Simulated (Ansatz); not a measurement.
**Ga7Sb7 zinc blende off sphere (Ga7Sb7H20): one molecule under many settings**

Aim: run Ga7Sb7 zinc blende off sphere (Ga7Sb7H20) under a spread of inputs, and see what each costs and gives.

Method: the settings change from run to run; program: Ansatz 0.2.0, Gaussian basis.

2 further runs of the same task are left out: 1 that didn't finish, 1 set aside as unsound or not needed.

### Step 1. The relaxed structure

An earlier PBE-D4/def2-SVP relaxation fixed the geometry. Sb takes a core potential in def2 sets; no spin-orbit term is included.

34 atoms, charge 0, spin multiplicity 1.

Atoms are counted from 1 here; the program's logs count them from 0.

Bond lengths: Ga1–Sb9 2.745 Å, Ga1–Sb10 2.690 Å, Ga1–H15 1.580 Å, Ga1–H16 1.580 Å, Ga2–Sb8 2.672 Å, Ga2–Sb11 2.671 Å, Ga2–Sb12 2.671 Å, Ga2–H17 1.575 Å, Ga3–Sb9 2.649 Å, Ga3–Sb11 2.721 Å, Ga3–Sb13 2.650 Å, Ga3–H18 1.578 Å, Ga4–Sb8 2.720 Å, Ga4–Sb9 2.649 Å, Ga4–Sb14 2.650 Å, Ga4–H19 1.578 Å, Ga5–Sb10 2.689 Å, Ga5–Sb14 2.745 Å and more. Angles: Sb9–Ga1–Sb10 96.3°, Sb9–Ga1–H15 104.2°, Sb9–Ga1–H16 104.2°, Sb10–Ga1–H15 111.1°, Sb10–Ga1–H16 110.9°, H15–Ga1–H16 125.4°, Sb8–Ga2–Sb11 100.8°, Sb8–Ga2–Sb12 100.7°, Sb8–Ga2–H17 117.1°, Sb11–Ga2–Sb12 100.6°, Sb11–Ga2–H17 117.3°, Sb12–Ga2–H17 117.3°, Sb9–Ga3–Sb11 106.3°, Sb9–Ga3–Sb13 105.6°, Sb9–Ga3–H18 116.0°, Sb11–Ga3–Sb13 106.1°, Sb11–Ga3–H18 106.1°, Sb13–Ga3–H18 115.9° and more.

### Step 2. r2SCAN50/def2-SVP

Options: multiplicity 3, density fitting with def2-universal-jkfit, D4 dispersion.

in.yaml

```yaml
crystal:
  periodic: [false, false, false]
  atoms:
    - {symbol: Ga, position_ang: [0.825529, -4.064594, 0.820471]}
    - {symbol: Ga, position_ang: [-2.433485, 2.434844, -2.434584]}
    - {symbol: Ga, position_ang: [0.887051, -0.895233, -2.269714]}
    - {symbol: Ga, position_ang: [-2.274398, -0.893698, 0.891340]}
    - {symbol: Ga, position_ang: [0.828616, -0.830474, 4.059475]}
    - {symbol: Ga, position_ang: [0.893139, 2.265359, 0.892555]}
    - {symbol: Ga, position_ang: [4.067764, -0.826509, 0.821148]}
    - {symbol: Sb, position_ang: [-3.667821, 0.760744, -0.757754]}
    - {symbol: Sb, position_ang: [-0.675372, -2.315826, -0.670848]}
    - {symbol: Sb, position_ang: [2.192244, -2.190985, 2.182663]}
    - {symbol: Sb, position_ang: [-0.757830, 0.760434, -3.667940]}
    - {symbol: Sb, position_ang: [-0.754486, 3.664715, -0.760679]}
    - {symbol: Sb, position_ang: [2.312585, 0.666012, -0.672150]}
    - {symbol: Sb, position_ang: [-0.670186, 0.664691, 2.311857]}
    - {symbol: H, position_ang: [1.749824, -4.782747, -0.240901]}
    - {symbol: H, position_ang: [-0.228251, -4.784234, 1.752206]}
    - {symbol: H, position_ang: [-3.344197, 3.344767, -3.341432]}
    - {symbol: H, position_ang: [1.704164, -1.712394, -3.344878]}
    - {symbol: H, position_ang: [-3.349584, -1.709830, 1.709399]}
    - {symbol: H, position_ang: [-0.226089, -1.761311, 4.778567]}
    - {symbol: H, position_ang: [1.753255, 0.230124, 4.777906]}
    - {symbol: H, position_ang: [1.709554, 3.339929, 1.710778]}
    - {symbol: H, position_ang: [4.788046, -1.752390, -0.237082]}
    - {symbol: H, position_ang: [4.783926, 0.233763, 1.748022]}
    - {symbol: H, position_ang: [-4.818874, -0.068468, -1.730135]}
    - {symbol: H, position_ang: [-4.803788, 1.742591, 0.081578]}
    - {symbol: H, position_ang: [-1.753737, -3.115408, -1.750129]}
    - {symbol: H, position_ang: [3.182275, -3.190270, 3.174188]}
    - {symbol: H, position_ang: [-1.728983, -0.069684, -4.819415]}
    - {symbol: H, position_ang: [0.084796, 1.739631, -4.803433]}
    - {symbol: H, position_ang: [0.087375, 4.798967, -1.742093]}
    - {symbol: H, position_ang: [-1.724976, 4.817964, 0.067897]}
    - {symbol: H, position_ang: [3.109013, 1.744878, -1.753118]}
    - {symbol: H, position_ang: [-1.744199, 1.743344, 3.117636]}
basis:
  gaussian: {orbitals: def2-SVP, fitting: {mean_field: def2-universal-jkfit}}
magnetization: {spin_polarized: true, initial_magnetization: 2}
hamiltonian: {xc: {name: r2SCAN50}, dispersion: d4}
```

Command:

```sh
ansatz run in.yaml --threads 2 --pin off --events-out ev --progress --plain --max-ram 32768MiB --backend cuda --devices 0, --max-vram 18GiB
```

The log of the run:

```text
Functional definition: r2SCAN50
  name "r2SCAN50"
  cite "Bursch, Neugebauer, Ehlert & Grimme, J. Chem. Phys. 156, 134105 (2022) doi:10.1063/5.0086040"
  cite "Furness, Kaplan, Ning, Perdew & Sun, J. Phys. Chem. Lett. 11, 8208 (2020) doi:10.1021/acs.jpclett.0c02405"
  cite "Furness, Kaplan, Ning, Perdew & Sun, J. Phys. Chem. Lett. 11, 9248 (2020) doi:10.1021/acs.jpclett.0c03077"
  parent r2scan
  parameter a = 0.5
  parameter k0 = 0.174
  parameter k1 = 0.065
  parameter a1 = 4.9479
  exchange = (1 - a)*r2scan_x(k0 = k0, k1 = k1, a1 = a1) + a*exact_x
  correlation = r2scan_c
3748 factors; integrals over basis functions are off by at most 3.5e-1 eV
mean field evaluation 1: about -412682.6508 eV, gradient 2.2e1 eV
mean field evaluation 2: about -412680.9115 eV, gradient 2.7e1 eV
mean field evaluation 4: about -412685.6072 eV, gradient 2.7e0 eV
mean field evaluation 8: about -412685.8037 eV, gradient 8.3e-1 eV
mean field evaluation 16: about -412686.2476 eV, gradient 2.2e-2 eV
mean field evaluation 32: about -412686.2481 eV, gradient 2.0e-5 eV
mean field evaluation 64: about -412686.2491 eV, gradient 1.3e-5 eV
mean field evaluation 96: about -412685.9644 eV, gradient 2.5e0 eV
mean field -412686.24908734 eV, -15165.9399251732 hartree, gradient 2.1e-6 eV, S^2 2.023452; 12 other end points of the search recorded, 0 dependent functions left out
reference -412686.24910744 eV, -15165.9399259120 hartree; 200, 198 occupied and 306, 308 virtual orbitals, 3748 factors
Total energy: -412687.31646300 eV, -15165.9791505054 hartree
```

Wall time 1.9 min (1 × H100 (card shared with other runs) with 2 threads of AMD EPYC 7R13, shared host); peak host memory 1.5 GiB.

⟨S²⟩ 2.023.

### Step 3. wB97X/def2-mTZVP

This run has atoms shaken by 0.08 Å, density fitting with def2-universal-jkfit, a point charge of 2.00 e beside it, the search for lower states set to full.

in.yaml

```yaml
crystal:
  periodic: [false, false, false]
  atoms:
    - {symbol: Ga, position_ang: [0.742510, -4.001957, 1.005299]}
    - {symbol: Ga, position_ang: [-2.491211, 2.611219, -2.551911]}
    - {symbol: Ga, position_ang: [0.889908, -0.885280, -2.252021]}
    - {symbol: Ga, position_ang: [-2.230351, -0.878958, 0.959154]}
    - {symbol: Ga, position_ang: [0.817424, -0.914623, 4.123463]}
    - {symbol: Ga, position_ang: [0.877111, 2.233583, 0.996267]}
    - {symbol: Ga, position_ang: [4.070858, -0.860181, 0.848540]}
    - {symbol: Sb, position_ang: [-3.741540, 0.722042, -0.862197]}
    - {symbol: Sb, position_ang: [-0.747881, -2.293997, -0.541483]}
    - {symbol: Sb, position_ang: [2.197467, -2.007938, 2.158024]}
    - {symbol: Sb, position_ang: [-0.840949, 0.798879, -3.705272]}
    - {symbol: Sb, position_ang: [-0.608062, 3.808102, -0.711871]}
    - {symbol: Sb, position_ang: [2.231010, 0.671191, -0.699371]}
    - {symbol: Sb, position_ang: [-0.577535, 0.696049, 2.375594]}
    - {symbol: H, position_ang: [1.776745, -4.714259, -0.336445]}
    - {symbol: H, position_ang: [-0.271412, -4.856790, 1.893872]}
    - {symbol: H, position_ang: [-3.389963, 3.303446, -3.337021]}
    - {symbol: H, position_ang: [1.694626, -1.649156, -3.306706]}
    - {symbol: H, position_ang: [-3.268905, -1.640687, 1.567517]}
    - {symbol: H, position_ang: [-0.211516, -1.740367, 4.850197]}
    - {symbol: H, position_ang: [1.673462, 0.250716, 4.751881]}
    - {symbol: H, position_ang: [1.615249, 3.376355, 1.590456]}
    - {symbol: H, position_ang: [4.787629, -1.774244, -0.143235]}
    - {symbol: H, position_ang: [5.020557, 0.283970, 1.858855]}
    - {symbol: H, position_ang: [-4.755423, -0.123050, -1.741468]}
    - {symbol: H, position_ang: [-4.816347, 1.724039, -0.022267]}
    - {symbol: H, position_ang: [-1.846856, -3.095214, -1.833739]}
    - {symbol: H, position_ang: [3.242290, -3.176399, 3.181380]}
    - {symbol: H, position_ang: [-1.679422, -0.041707, -4.721923]}
    - {symbol: H, position_ang: [0.155530, 1.741372, -4.680740]}
    - {symbol: H, position_ang: [0.212948, 4.735859, -1.689479]}
    - {symbol: H, position_ang: [-1.612468, 4.728936, 0.151553]}
    - {symbol: H, position_ang: [3.242191, 1.767868, -1.664988]}
    - {symbol: H, position_ang: [-1.696231, 1.585403, 3.025989]}
basis:
  gaussian: {orbitals: def2-mTZVP, fitting: {mean_field: def2-universal-jkfit}, point_charges: [{charge: 2.00, position_ang: [8.675, 0.621, -0.503]}]}
hamiltonian: {xc: {name: wB97X}}
scf: {lower_state_search: full}
```

Same command.

The log of the run, cut to the lines that bear on the results:

```text
Functional definition: wB97X
  name "wB97X"
  cite "Chai & Head-Gordon, J. Chem. Phys. 128, 084106 (2008) doi:10.1063/1.2834918"
  cite "Becke, J. Chem. Phys. 107, 8554 (1997) doi:10.1063/1.475007"
[...]
  # The coefficients of nought are those of the uniform gas.
[...]
      + exact_x_lr(omega)
[...]
      + integral(e_c_pw_opposite_spin*poly(b97_u_opposite, 1, cos1, cos2, cos3, cos4))
3748 factors; integrals over basis functions are off by at most 7.9e-1 eV
3748 factors; integrals over basis functions are off by at most 4.4e-7 eV
[...]
mean field -412756.49201385 eV, -15168.5213051100 hartree, gradient 5.2e-5 eV, S^2 0.000000; 0 other end points of the search recorded, 0 dependent functions left out
reference -412756.49191812 eV, -15168.5213015921 hartree; 199, 199 occupied and 365, 365 virtual orbitals, 3748 factors
Total energy: -412756.49191812 eV, -15168.5213015921 hartree
```

Wall time 22 s (1 × H100 (card shared with other runs) with 2 threads of AMD EPYC 7R13, shared host); peak host memory 1.4 GiB.

### Step 4. SPW92/def2-mTZVP

Set apart from the defaults: multiplicity 3, restricted open-shell orbitals, atoms shaken by 0.08 Å, density fitting with def2-universal-jkfit, a grid of angular degree 23, finite nuclei.

in.yaml

```yaml
crystal:
  periodic: [false, false, false]
  atoms:
    - {symbol: Ga, position_ang: [0.693528, -4.030261, 0.865266]}
    - {symbol: Ga, position_ang: [-2.451216, 2.358944, -2.438148]}
    - {symbol: Ga, position_ang: [0.991123, -0.974803, -2.246166]}
    - {symbol: Ga, position_ang: [-2.312348, -0.901741, 1.049719]}
    - {symbol: Ga, position_ang: [0.836406, -0.829569, 4.071329]}
    - {symbol: Ga, position_ang: [0.985700, 2.262615, 0.718610]}
    - {symbol: Ga, position_ang: [4.052406, -0.751361, 0.808040]}
    - {symbol: Sb, position_ang: [-3.692419, 0.799052, -0.817594]}
    - {symbol: Sb, position_ang: [-0.631978, -2.277203, -0.517013]}
    - {symbol: Sb, position_ang: [2.146879, -2.058180, 2.292390]}
    - {symbol: Sb, position_ang: [-0.778564, 0.682373, -3.796151]}
    - {symbol: Sb, position_ang: [-0.665657, 3.724872, -0.784652]}
    - {symbol: Sb, position_ang: [2.372357, 0.698276, -0.831891]}
    - {symbol: Sb, position_ang: [-0.575204, 0.699440, 2.322189]}
    - {symbol: H, position_ang: [1.749224, -4.837067, -0.223278]}
    - {symbol: H, position_ang: [-0.459140, -4.840798, 1.810198]}
    - {symbol: H, position_ang: [-3.303310, 3.448395, -3.391153]}
    - {symbol: H, position_ang: [1.608597, -1.714270, -3.481886]}
    - {symbol: H, position_ang: [-3.246589, -1.754048, 1.683173]}
    - {symbol: H, position_ang: [-0.343140, -1.906046, 4.729016]}
    - {symbol: H, position_ang: [1.681430, 0.234899, 4.782821]}
    - {symbol: H, position_ang: [1.694143, 3.331101, 1.633720]}
    - {symbol: H, position_ang: [4.701905, -1.843783, -0.172678]}
    - {symbol: H, position_ang: [4.802438, 0.245943, 1.783240]}
    - {symbol: H, position_ang: [-4.746635, 0.001921, -1.782916]}
    - {symbol: H, position_ang: [-4.810842, 1.688246, 0.064990]}
    - {symbol: H, position_ang: [-1.772724, -3.001508, -1.826922]}
    - {symbol: H, position_ang: [3.269826, -3.329037, 3.082334]}
    - {symbol: H, position_ang: [-1.719738, -0.057072, -4.930260]}
    - {symbol: H, position_ang: [-0.037516, 1.740701, -4.875717]}
    - {symbol: H, position_ang: [0.048771, 4.856930, -1.740461]}
    - {symbol: H, position_ang: [-1.775749, 4.929250, -0.137414]}
    - {symbol: H, position_ang: [2.998255, 1.776748, -1.734967]}
    - {symbol: H, position_ang: [-1.775357, 1.752386, 3.154129]}
basis:
  gaussian: {orbitals: def2-mTZVP, fitting: {mean_field: def2-universal-jkfit}, final_grid: {core_spheres: 8, valence_spheres: 7, degree: 23}, nuclear_model: gaussian}
magnetization: {spin_polarized: false, initial_magnetization: 2}
hamiltonian: {xc: {name: SPW92}}
scf: {omitted_lower_state_checks: [starts]}
output: {forces: true}
```

Launched as before.

The log of the run, cut to the lines that bear on the results:

```text
Functional definition: SPW92
  name "SPW92"
  cite "Dirac, Proc. Camb. Phil. Soc. 26, 376 (1930) doi:10.1017/S0305004100016108"
  cite "Slater, Phys. Rev. 81, 385 (1951) doi:10.1103/PhysRev.81.385"
  cite "Perdew & Wang, Phys. Rev. B 45, 13244 (1992) doi:10.1103/PhysRevB.45.13244"
[...]
3748 factors; integrals over basis functions are off by at most 7.5e-1 eV
[...]
mean field -412086.20900270 eV, -15143.8888587844 hartree, gradient 2.2e-6 eV, S^2 2.000000; 0 other end points of the search recorded, 0 dependent functions left out
[...]
reference -412086.20912964 eV, -15143.8888634496 hartree; 200, 198 occupied and 364, 366 virtual orbitals, 3748 factors
Total energy: -412086.20912964 eV, -15143.8888634496 hartree
Atom 0 at     0.693528    -4.030261     0.865266 Å, force    -0.057981    -1.230055    -0.298145 eV/Å
[...]
Atom 25 at    -4.810842     1.688246     0.064990 Å, force    -0.386553     0.317111     0.086681 eV/Å
Atom 26 at    -1.772724    -3.001508    -1.826922 Å, force     0.425724     0.264574     0.589612 eV/Å
Atom 27 at     3.269826    -3.329037     3.082334 Å, force    -0.467660     0.483536    -0.263605 eV/Å
Atom 28 at    -1.719738    -0.057072    -4.930260 Å, force    -0.593755    -0.476306    -0.729108 eV/Å
Atom 29 at    -0.037516     1.740701    -4.875717 Å, force     0.218704     0.249271    -0.251941 eV/Å
Atom 30 at     0.048771     4.856930    -1.740461 Å, force     0.606172     0.582609    -0.634252 eV/Å
Atom 31 at    -1.775749     4.929250    -0.137414 Å, force     0.386355    -0.360936     0.068883 eV/Å
Atom 32 at     2.998255     1.776748    -1.734967 Å, force     1.590262     2.317644    -2.205982 eV/Å
Atom 33 at    -1.775357     1.752386     3.154129 Å, force     0.203771    -0.038352    -0.201694 eV/Å
Dipole moment:    -0.562610     0.840826    -0.729682 e Å
Checks for a lower state left out: starts
```

It took 29 s on 1 × H100 (card shared with other runs) with 2 threads of AMD EPYC 7R13, shared host; peak host memory 1.2 GiB.

Largest force 3.897 eV/Å, dipole 5.99 D.

### Step 5. The runs in one table

```
            level  charge  multiplicity              geometry  functions  energy (eV)     time
r2SCAN50/def2-SVP       0             3               relaxed        506  -412687.316  1.9 min
 wB97X/def2-mTZVP       0             1  shaken, point charge        564  -412756.492     22 s
 SPW92/def2-mTZVP       0             3                shaken        564  -412086.209     29 s
```

### Step 6. What came out

| quantity | value |
| --- | --- |
| runs | 3 |
| quickest | wB97X/def2-mTZVP, 22 s |
| slowest | r2SCAN50/def2-SVP, 1.9 min |

The runs differ in state or geometry as well as level, so their energies can't be set against each other. Run time spans a factor of 5, from wB97X/def2-mTZVP to r2SCAN50/def2-SVP. The jobs differ in tasks and options as well as level.
